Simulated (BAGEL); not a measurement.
# ROHF/6-31G(d) (density fitting with qzvpp-jkfit, spherical functions) run of SiNH3ClO (SMILES N[Si](O)Cl)

What is the vertical doublet–quartet gap of SiNH3ClO at ROHF/6-31G* (density fitting with qzvpp-jkfit, spherical functions)? 

Program for the calculation: BAGEL 1.2.2.

2 further runs of the same task are left out: 2 set aside as unsound or not needed.

## Step 1: The molecule

The species is SiNH3ClO (7 atoms), meant as a doublet with charge 0. As SMILES, `N[Si](O)Cl`. The coordinates come from a PBE0-D4/def2-TZVP relaxation. This is one conformer, not always the lowest.

Bond lengths: N1–Si2 1.702 Å, Si2–O3 1.644 Å, Si2–Cl4 2.075 Å, N1–H5 1.007 Å, N1–H6 1.008 Å, O3–H7 0.959 Å. Angles: N1–Si2–O3 104.8°, N1–Si2–Cl4 106.6°, O3–Si2–Cl4 113.4°, Si2–N1–H5 120.6°, Si2–N1–H6 120.0°, Si2–O3–H7 116.2°, H5–N1–H6 112.6°.

## Step 2: A single-point energy at ROHF/6-31G(d) (density fitting with qzvpp-jkfit, spherical functions)

Contents of hf.json:

```json
{ "bagel" : [

{
  "title" : "molecule",
  "basis" : "6-31gs.json",
  "df_basis" : "qzvpp-jkfit",
  "angstrom" : true,
  "geometry" : [
    { "atom" : "N", "xyz" : [   -0.447500,    1.069800,    0.302600 ] },
    { "atom" : "Si", "xyz" : [    0.431300,   -0.174700,   -0.456100 ] },
    { "atom" : "O", "xyz" : [    0.600600,   -1.333300,    0.697400 ] },
    { "atom" : "Cl", "xyz" : [   -0.699600,   -0.791500,   -2.082600 ] },
    { "atom" : "H", "xyz" : [   -0.895900,    1.786700,   -0.243500 ] },
    { "atom" : "H", "xyz" : [   -0.176100,    1.392700,    1.217800 ] },
    { "atom" : "H", "xyz" : [    1.248400,   -2.017700,    0.518600 ] }
  ]
},
{
  "title" : "rohf",
  "nopen" : 1
},
{
  "title" : "print",
  "file" : "orbitals.molden",
  "orbitals" : true
}

]}
```

The basis set 6-31G* is read from a file made from the Basis Set Exchange's data (not shown).

On the command line:

```console
$ BAGEL_NUM_THREADS=1 BAGEL hf.json > hf.out
```

The program printed:

```text
* using 1 threads per process

  ===============================================================
  ===============================================================

  *** Geometry ***

  { "atom" : "N", "xyz" : [     -0.845652,      2.021629,      0.571831 ] },
  { "atom" : "Si", "xyz" : [      0.815039,     -0.330135,     -0.861904 ] },
  { "atom" : "O", "xyz" : [      1.134970,     -2.519572,      1.317895 ] },
  { "atom" : "Cl", "xyz" : [     -1.322052,     -1.495718,     -3.935544 ] },
  { "atom" : "H", "xyz" : [     -1.693006,      3.376374,     -0.460148 ] },
  { "atom" : "H", "xyz" : [     -0.332781,      2.631822,      2.301308 ] },
  { "atom" : "H", "xyz" : [      2.359134,     -3.812900,      0.980012 ] },

  Number of auxiliary basis functions:      464

  Since a DF basis is specified, we compute 2- and 3-index integrals:
    o Being stored without compression. Storage requirement is 0.018 GB

  Number of basis functions:       70
  Number of electrons      :       49

    * METHOD: MOLECULE                             0.17

  *** Open-shell HF ***

  === Nuclear Repulsion ===
   215.5121259053

      * DIIS with orbital gradients will be used.

  === ROHF iteration (6-31gs.json) ===
      0       -879.25237298          0.05075630           0.09
      1       -879.43012566          0.03252812           0.08
      2       -879.49244115          0.02062118           0.08
      3       -879.53160712          0.00123891           0.08
      4       -879.53229010          0.00057724           0.08
      5       -879.53248801          0.00019589           0.08
      6       -879.53253360          0.00006468           0.08
      7       -879.53255389          0.00002845           0.08
      8       -879.53255827          0.00000624           0.08
      9       -879.53256066          0.00000246           0.08
     10       -879.53256086          0.00000087           0.08
     11       -879.53256100          0.00000035           0.08
     12       -879.53256101          0.00000013           0.08
     13       -879.53256102          0.00000005           0.08
     14       -879.53256102          0.00000002           0.08
     15       -879.53256102          0.00000001           0.08
    * SCF iteration converged.

    * S^2 (ROHF) is 0.7500

    * Permanent dipole moment:
           (   -0.866492,    -0.554283,    -0.456124) a.u.

    * METHOD: ROHF                                 1.46

    * METHOD: PRINT                                0.01

  ===============================================================
```

It took 1.8 s on 1 thread of Arm Neoverse V2, shared host; peak memory 0.099 GiB.

## Step 3: The quartet

Contents of input.json:

```json
{ "bagel" : [

{
  "title" : "molecule",
  "basis" : "6-31gs.json",
  "df_basis" : "qzvpp-jkfit",
  "angstrom" : true,
  "geometry" : [
    { "atom" : "N", "xyz" : [   -0.447500,    1.069800,    0.302600 ] },
    { "atom" : "Si", "xyz" : [    0.431300,   -0.174700,   -0.456100 ] },
    { "atom" : "O", "xyz" : [    0.600600,   -1.333300,    0.697400 ] },
    { "atom" : "Cl", "xyz" : [   -0.699600,   -0.791500,   -2.082600 ] },
    { "atom" : "H", "xyz" : [   -0.895900,    1.786700,   -0.243500 ] },
    { "atom" : "H", "xyz" : [   -0.176100,    1.392700,    1.217800 ] },
    { "atom" : "H", "xyz" : [    1.248400,   -2.017700,    0.518600 ] }
  ]
},
{ "title" : "rohf", "nopen" : 3 },
{ "title" : "print", "file" : "orbitals.molden", "orbitals" : true }

]}
```

The basis set 6-31G* is read from a file made from the Basis Set Exchange's data (not shown).

On the command line:

```console
$ BAGEL_NUM_THREADS=1 BAGEL input.json > input.out
```

The program printed:

```text
* using 1 threads per process

  ===============================================================
  ===============================================================

  *** Geometry ***

  { "atom" : "N", "xyz" : [     -0.845652,      2.021629,      0.571831 ] },
  { "atom" : "Si", "xyz" : [      0.815039,     -0.330135,     -0.861904 ] },
  { "atom" : "O", "xyz" : [      1.134970,     -2.519572,      1.317895 ] },
  { "atom" : "Cl", "xyz" : [     -1.322052,     -1.495718,     -3.935544 ] },
  { "atom" : "H", "xyz" : [     -1.693006,      3.376374,     -0.460148 ] },
  { "atom" : "H", "xyz" : [     -0.332781,      2.631822,      2.301308 ] },
  { "atom" : "H", "xyz" : [      2.359134,     -3.812900,      0.980012 ] },

  Number of auxiliary basis functions:      464

  Since a DF basis is specified, we compute 2- and 3-index integrals:
    o Being stored without compression. Storage requirement is 0.018 GB

  Number of basis functions:       70
  Number of electrons      :       49

    * METHOD: MOLECULE                             0.17

  *** Open-shell HF ***

  === Nuclear Repulsion ===
   215.5121259053

      * DIIS with orbital gradients will be used.

  === ROHF iteration (6-31gs.json) ===
      0       -878.93369811          0.04556513           0.09
      1       -879.08647012          0.03603310           0.08
      2       -879.18026218          0.02440244           0.08
      3       -879.24645586          0.00310514           0.08
      4       -879.25582629          0.00165286           0.08
      5       -879.26113557          0.00094495           0.08
      6       -879.26345947          0.00067420           0.08
      7       -879.26509053          0.00051624           0.08
      8       -879.26587637          0.00038829           0.08
      9       -879.26691683          0.00036964           0.08
     10       -879.26733220          0.00020887           0.08
     11       -879.26762286          0.00018320           0.08
     12       -879.26778634          0.00009938           0.08
     13       -879.26785827          0.00007026           0.08
     14       -879.26787982          0.00004019           0.08
     15       -879.26787540          0.00002504           0.08
     16       -879.26787095          0.00001450           0.08
     17       -879.26787355          0.00000813           0.08
     18       -879.26787456          0.00000462           0.08
     19       -879.26787301          0.00000224           0.08
     20       -879.26787233          0.00000123           0.08
     21       -879.26787210          0.00000074           0.08
     22       -879.26787218          0.00000043           0.08
     23       -879.26787219          0.00000032           0.08
     24       -879.26787223          0.00000024           0.08
     25       -879.26787222          0.00000012           0.08
     26       -879.26787224          0.00000006           0.08
     27       -879.26787225          0.00000005           0.08
     28       -879.26787226          0.00000003           0.08
     29       -879.26787225          0.00000002           0.08
     30       -879.26787226          0.00000001           0.08
     31       -879.26787226          0.00000001           0.08
    * SCF iteration converged.

    * S^2 (ROHF) is 3.7500

    * Permanent dipole moment:
           (   -0.365597,    -0.443263,    -0.709988) a.u.

    * METHOD: ROHF                                 2.79

    * METHOD: PRINT                                0.01

  ===============================================================
```

Wall time 3.3 s (1 thread of Arm Neoverse V2, shared host); peak memory 0.098 GiB.

## Step 4: Outcome

Level: ROHF/6-31G* (density fitting with qzvpp-jkfit, spherical functions).

```
                                        quantity          value
                           doublet: total energy  -879.53256 Eh
                          doublet: dipole moment         2.86 D
                                   doublet: ⟨S²⟩          0.750
                           quartet: total energy  -879.26787 Eh
                          quartet: dipole moment         2.32 D
                                   quartet: ⟨S²⟩          3.750
vertical energy of the quartet above the doublet       7.203 eV
```

What this shows: At this shape the quartet lies 7.20 eV (166 kcal/mol) above the doublet.
